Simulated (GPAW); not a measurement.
GeW:

```xyz
2
Lattice="0.0000 2.5776 2.5776 2.5776 0.0000 2.5776 2.5776 2.5776 0.0000" Properties=species:S:1:pos:R:3 pbc="T T T"
Ge    2.5776    2.5776    2.5776
W     0.0000    0.0000    0.0000
```

The cell was built by a generator and needn't be a form met in nature.

Base run:

```yaml
Program: GPAW 26.7.0
Functional: PBE
Potentials_or_basis: GPAW PAW data sets (gpaw-data 1.2.1)
Cutoff: 600 eV
Basis: pw
k_mesh: 9 × 9 × 9
Occupations: fermi-dirac, width 0.05 eV
Spin: no spin polarisation
Hubbard_terms: W d U = 2 eV
```

Its results: band gap on the k mesh none (metal or under the smearing width); pressure 1.0 GPa.

Problem. The run is repeated on the same cell with these changes: hubbard terms from W d U = 2 eV to none. What comes out?

Solution. Band gap on the k mesh none (metal or under the smearing width); pressure 0.3 GPa.

Caveats: U without spin polarisation on a metal has little footing (some runs); the U is typed as a test and isn't derived for this compound (some runs).
